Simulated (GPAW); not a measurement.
Input of a GPAW 26.7.0 run:

File run.py:

```python
from ase import Atoms
from ase.eos import EquationOfState
from ase.io import Trajectory
from ase.units import GPa
from gpaw import GPAW, PW

atoms = Atoms(['As', 'As', 'Ti', 'Ti', 'Ti', 'Ti', 'Ti', 'Ti'],
              cell=[[5.021765, 0.0, 0.0],
                    [0.0, 5.021765, 0.0],
                    [0.0, 0.0, 5.021765]],
              scaled_positions=[[0.0, 0.0, 0.0],
                                [0.5, 0.5, 0.5],
                                [0.0, 0.5, 0.75],
                                [0.0, 0.5, 0.25],
                                [0.75, 0.0, 0.5],
                                [0.25, 0.0, 0.5],
                                [0.5, 0.75, 0.0],
                                [0.5, 0.25, 0.0]],
              pbc=True)

traj = Trajectory('eos.traj', 'w')
volumes, energies = [], []
for x in [0.94, 0.96, 0.98, 1.0, 1.02, 1.04, 1.06]:
    a = atoms.copy()
    a.set_cell(atoms.cell * x**(1 / 3), scale_atoms=True)
    calc = GPAW(mode=PW(600),
                xc='LDA',
                kpts={'size': (5, 5, 5), 'gamma': True},
                occupations={'name': 'fermi-dirac', 'width': 0.05},
                nbands=73,
                convergence={'density': 1e-05, 'energy': 1e-05},
                maxiter=150,
                txt=f'eos-{x:.2f}.txt')
    a.calc = calc
    energies.append(a.get_potential_energy(force_consistent=True))
    volumes.append(a.get_volume())
    p = -a.get_stress()[:3].mean() / GPa
    calc.write(f'eos-{x:.2f}.gpw')
    traj.write(a)
    print(f'{x:.2f} {volumes[-1]:10.4f} A^3 {energies[-1]:14.6f} eV {p:9.3f} GPa', flush=True)

v0, e0, B = EquationOfState(volumes, energies, eos='birchmurnaghan').fit()
print(f'V0 = {v0:.4f} A^3, E0 = {e0:.6f} eV, B0 = {B / GPa:.2f} GPa')
```

Potentials or basis: the program's PAW data sets (release 1.2.1) made for this functional, pw.

Command:

```console
$ OMP_NUM_THREADS=1 python run.py
```

Predict the equilibrium volume.

14.80 Å³/atom (rough: see the caveat).

What does it give for the bulk modulus?

149 GPa (rough).

Energy against volume, from the lowest point:
| volume (Å³/atom) | energy (meV/atom) |
| --- | --- |
| 14.880 | 0.00 |
| 15.197 | 4.62 |
| 15.513 | 14.63 |
| 15.830 | 29.61 |
| 16.147 | 48.87 |
| 16.463 | 72.10 |
| 16.780 | 98.74 |

Caveat: the minimum lies outside the volumes run.
